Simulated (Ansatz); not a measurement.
# CH4FNTe, SMILES NC(F)[TeH]: a rigid scan of one bond length

Program: Ansatz 0.2.0 through its Python package.

Run as a notebook:

In [1]:
```python
import ansatz
import numpy as np

ch4fnte = (
    ansatz.Crystal.molecule()
    .atom("N", (0.1365, 1.3014, -0.2948))
    .atom("C", (0.395, -0.0073, 0.1417))
    .atom("F", (1.3976, -0.5185, -0.6338))
    .atom("Te", (-1.2498, -1.2691, -0.0415))
    .atom("H", (-0.2549, 1.2828, -1.3096))
    .atom("H", (-0.7014, 1.7231, 0.2751))
    .atom("H", (0.7443, 0.0247, 1.2099))
    .atom("H", (-0.3752, -2.5943, 0.597))
)
```

In [2]:
```python
symbols = [site.symbol for site in ch4fnte.cartesian_sites]
start = np.array([site.position_ang for site in ch4fnte.cartesian_sites])
axis = (start[2] - start[1]) / np.linalg.norm(start[2] - start[1])
moving = [2]
lengths, energies = [1.203, 1.257, 1.312, 1.367, 1.421, 1.476, 1.531, 1.613], []
for length in lengths:
    xyz = start.copy()
    xyz[moving] += (length - np.linalg.norm(start[2] - start[1])) * axis
    point = ansatz.Crystal.molecule()
    for symbol, place in zip(symbols, xyz):
        point = point.atom(symbol, place.tolist())
    model = (
        point.calculation()
        .basis(gaussian="def2-SVP")
        .functional("hf")
    )
    rep = model.run(threads=1).report
    energies.append(rep["free_energy_ev"])
    print(f"r = {length:6.3f} A  E = {energies[-1]:.5f} eV  <S^2> = {abs(rep['mean_field']['state']['spin_squared']):.3f}")
```
```text
r =  1.203 A  E = -12540.28677 eV  <S^2> = 0.000
r =  1.257 A  E = -12540.69792 eV  <S^2> = 0.000
r =  1.312 A  E = -12540.89520 eV  <S^2> = 0.000
r =  1.367 A  E = -12540.92977 eV  <S^2> = 0.000
r =  1.421 A  E = -12540.84969 eV  <S^2> = 0.000
r =  1.476 A  E = -12540.68581 eV  <S^2> = 0.000
r =  1.531 A  E = -12540.46445 eV  <S^2> = 0.000
r =  1.613 A  E = -12540.06811 eV  <S^2> = 0.000
```

In [3]:
```python
# quartic fit about the minimum
fit = np.polynomial.Polynomial.fit(lengths, np.array(energies) - min(energies), 4).convert()
roots = [r.real for r in fit.deriv().roots() if abs(r.imag) < 1e-9 and fit.deriv(2)(r.real) > 0]
r_e = min(roots, key=lambda r: abs(r - lengths[int(np.argmin(energies))]))
print(f"minimum of the fit at {r_e:.4f} A, force constant {fit.deriv(2)(r_e):.2f} eV/A^2")
```
```text
minimum of the fit at 1.3529 A, force constant 42.40 eV/A^2
```

What to keep in mind:
- Total energies depend on the basis set; only differences at equal settings carry meaning.
- The rest of the molecule is held rigid at a force-field or estimated start geometry, and the basis set is modest; single-reference methods fail as a bond breaks.
- def2 sets replace the cores of elements past krypton by effective core potentials.
- Hartree-Fock leaves correlation out, so bond, atomisation and ionisation energies come out well too low.
- The orbitals are restricted, so S² is zero by construction.
- Hardware and time: 6.2 s on 1 thread of Intel(R) Xeon(R) 6975P-C (Granite Rapids), on a shared host, peak memory 0.23 GiB.

(Lines on the test bed's own set-up are left out of the output.)
